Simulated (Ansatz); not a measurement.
# KLi: taking an electron away

An exercise on one series of results from a longer session: the logs are not shown, and one member is left open.

Method: unrestricted cation, the program's frozen cores in correlated methods; program: Ansatz 0.2.0, Gaussian basis.

Levels to be run: UKS wB97X-V/def2-TZVPP; UKS wB97M-V/def2-TZVPP; UKS B2PLYP/def2-TZVPP; UHF-CCSD(T)/def2-TZVPP; UHF-CCSD(T)/def2-QZVPP; extrapolation to the limit; then −ε(HOMO) from the neutral's earlier runs with LDA (SPW92), B97M-V, LC-ωPBE, ωB97X-V, ωB97M-V.

24 further runs of the same task are left out: 22 for a known fault of the program, 2 set aside as unsound or not needed.

## The geometry

All runs share one geometry, relaxed beforehand with PBE0-D4 in a triple-zeta def2 set.

2 atoms, charge 0, spin multiplicity 1.

Atoms are counted from 1 here; the program's logs count them from 0.

Bond lengths: Li1–K2 3.397 Å.

As a file:

```
atom   x (Å)   y (Å)    z (Å)
 Li1  0.0000  0.0000  -0.0633
  K2  0.0000  0.0000   3.3333
```

Set-up of the first run:

in.yaml

```yaml
crystal:
  periodic: [false, false, false]
  atoms:
    - {symbol: Li, position_ang: [-0.000000, -0.000000, -0.063312]}
    - {symbol: K, position_ang: [0.000000, 0.000000, 3.333312]}
basis:
  gaussian: {orbitals: def2-TZVPP}
total_charge: 1
magnetization: {spin_polarized: true, initial_magnetization: 1}
hamiltonian: {xc: {name: wB97X-V}}
```

Command:

```
$ ansatz run in.yaml --threads 2 --pin off --events-out ev --progress --plain --max-ram 32768MiB --backend cpu
```

Steps of the session up to this table: Cation, UKS wB97X-V/def2-TZVPP; Cation, UKS wB97M-V/def2-TZVPP; Cation, UKS B2PLYP (frozen core)/def2-TZVPP; Cation, UHF-CCSD(T)/def2-TZVPP; Cation, UHF-CCSD(T)/def2-QZVPP.

One of the session's tables, all rows but one given; the rest of the session is left out.

For comparison, −ε(HOMO) of the neutral from earlier runs:

| functional | −ε(HOMO) (eV) |
| --- | --- |
| LDA (SPW92) | ? |
| B97M-V | 2.84 |
| LC-ωPBE | 4.67 |
| ωB97X-V | 4.58 |
| ωB97M-V | 4.40 |

Estimate the missing values for LDA (SPW92).

**Answer.** −ε(HOMO) (eV): 2.91. In the column «−ε(HOMO) (eV)» it lies between B97M-V (2.84) and ωB97M-V (4.40).
